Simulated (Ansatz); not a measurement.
## ClFHISn, SMILES [F][SnH]([Cl])[I]: a ladder of methods at one geometry, step by step

Program: the Python package of Ansatz (0.2.0).

At the Python prompt:
```pycon
>>> import ansatz as az
>>> geometry_ang = [
...     ('F', (1.2433, 1.5326, 0.3441)),
...     ('Sn', (0.0006, 0.0487, 0.1604)),
...     ('Cl', (1.2371, -1.9331, 0.1417)),
...     ('I', (-1.321, 0.2568, -2.1797)),
...     ('H', (-1.1101, 0.0212, 1.4921)),
... ]
>>> geometry = az.Crystal.molecule()
>>> for symbol, xyz in geometry_ang:
...     geometry = geometry.atom(symbol, xyz)
...
>>> job = geometry.calculation().basis(gaussian='def2-SVP')
>>> methods = ['mp2', 'ccsd', 'ccsd_t']
>>> batch = az.Session.batch([job.correlation(m).input() for m in methods])
>>> reports = sorted(batch.plan().execute().molecular_reports, key=lambda each: each['member'])
>>> print(f'Hartree-Fock reference {reports[0]["reference_energy_ev"] / 27.211386246:.6f} Ha')
Hartree-Fock reference -1069.401728 Ha
>>> best = reports[-1]['free_energy_ev'] - reports[-1]['reference_energy_ev']
>>> for method, each in zip(methods, reports):
...     gained = each['free_energy_ev'] - each['reference_energy_ev']
...     print(f'{method:8s} total {each["free_energy_ev"] / 27.211386246:.6f} Ha  correlation {gained:9.4f} eV  ({100 * gained / best:.1f} % of the last)')
...
mp2      total -1069.944243 Ha  correlation  -14.7626 eV  (93.1 % of the last)
ccsd     total -1069.972000 Ha  correlation  -15.5179 eV  (97.9 % of the last)
ccsd_t   total -1069.984516 Ha  correlation  -15.8585 eV  (100.0 % of the last)
```

Total energies depend on the basis set; only differences at equal settings carry meaning. The geometry is a force-field or estimated start, not a minimum of this method, and the basis set is short of its limit. A lower total doesn't mark the better method: functionals have no common bound, and MP2 and coupled cluster aren't variational. def2 sets replace the cores of elements past krypton by effective core potentials. Inner cores stay frozen; a filled d shell under the valence of the heavier atoms is correlated with it.
